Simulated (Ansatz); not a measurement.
# Cu: alloying with Au

Aim: let Au take some of the Cu sites of Cu in small ordered cells, and find the energy of mixing, the volume and the gap against composition.

Computed with Ansatz 0.2.0 (DFT PBEsol, scalar-relativistic, plane waves, PAW, unless a step's input says otherwise).

### 1 The starting structure

Symmetry: P6_3/mmc, No. 194, hexagonal system. The conventional cell has a = 2.521 Å, b = 2.521 Å, c = 4.117 Å, α = 90.00°, β = 90.00°, γ = 120.00°. Cu (site symmetry -6m2) is surrounded by 12 Cu at 2.52 Å.

Coordinates:

```cif
data_structure
_symmetry_space_group_name_H-M 'P6_3/mmc'
_symmetry_Int_Tables_number 194
_cell_length_a 2.5206
_cell_length_b 2.5206
_cell_length_c 4.1165
_cell_angle_alpha 90.000
_cell_angle_beta 90.000
_cell_angle_gamma 120.000
_cell_volume 22.65
loop_
_atom_site_label
_atom_site_type_symbol
_atom_site_symmetry_multiplicity
_atom_site_Wyckoff_symbol
_atom_site_fract_x
_atom_site_fract_y
_atom_site_fract_z
_atom_site_occupancy
Cu1 Cu 2 c 0.33333 0.66667 0.25000 1
```

It goes back to an entry of the Materials Project, which need not be the stable form.

It is the result of an earlier relaxation at this level (volume 11.32 Å³/atom; gap on the mesh: none (metal)).

(A quick probe on a coarse mesh, which set the mesh and smearing, is not shown.)

### 3 Rough relaxation on the coarse mesh (Au, the other end member)

input.yaml reads:

```yaml
crystal:
  lattice:
    - [2.5718365527, 0.0, 0.0]
    - [-1.2859182764, 2.227275789, 0.0]
    - [0.0, 0.0, 4.2002153089]
  atoms:
    - { symbol: Au, position: [0.3333333333, 0.6666666667, 0.25] }
    - { symbol: Au, position: [0.6666666667, 0.3333333333, 0.75] }
basis:
  ecutwfc: 420
kpoints:
  mp_grid: { grid: [12, 12, 6] }
hamiltonian:
  xc: pbesol
scf:
  occupations: { method: gaussian, width: 0.1 }
output:
  forces: true
  stress: true
  eigenvalues: true
relax:
  adjacent_minimum: "off"
  f_tol: 0.05
  max_steps: 60
  cell: { stress_tol: 0.5 }
```

Run with:

```bash
$ ansatz run input.yaml --threads 1 --pin off --max-ram 2560MiB --backend cpu --events-out ev --progress --plain --runs-dir out
```

Further runs follow: relaxing cell and atoms (Au, the other end member); end member Cu in the supercell; end member Au in the supercell; 3 of 6 sites taken by Au (atoms 1 3 6); 5 of 6 sites taken by Au (atoms 1 2 3 4 6); 2 of 6 sites taken by Au (atoms 2 6); 1 of 6 sites taken by Au (atoms 6).

What does the calculation give? Wanted: x = 0.167, atoms 6; x = 0.333, atoms 2 6; x = 0.500, atoms 1 3 6; x = 0.833, atoms 1 2 3 4 6.

The runs gave:

```
                  quantity                                         value
        x = 0.167, atoms 6  ΔH_mix -10.5 meV/site, excess volume +0.80 %
      x = 0.333, atoms 2 6  ΔH_mix -32.6 meV/site, excess volume +0.66 %
    x = 0.500, atoms 1 3 6  ΔH_mix -17.1 meV/site, excess volume +1.31 %
x = 0.833, atoms 1 2 3 4 6    ΔH_mix 1.0 meV/site, excess volume +0.90 %
```

In words: Whether mixing gains or costs energy depends on fraction and order: -32.6 to 1.0 meV/site. The end members differ by 50.4 % in volume, and the mixed cells depart from Vegard's rule by up to +1.3 %. Cells this small are ordered compounds; a random alloy would need larger ones. Spin-orbit coupling is left out for Au.
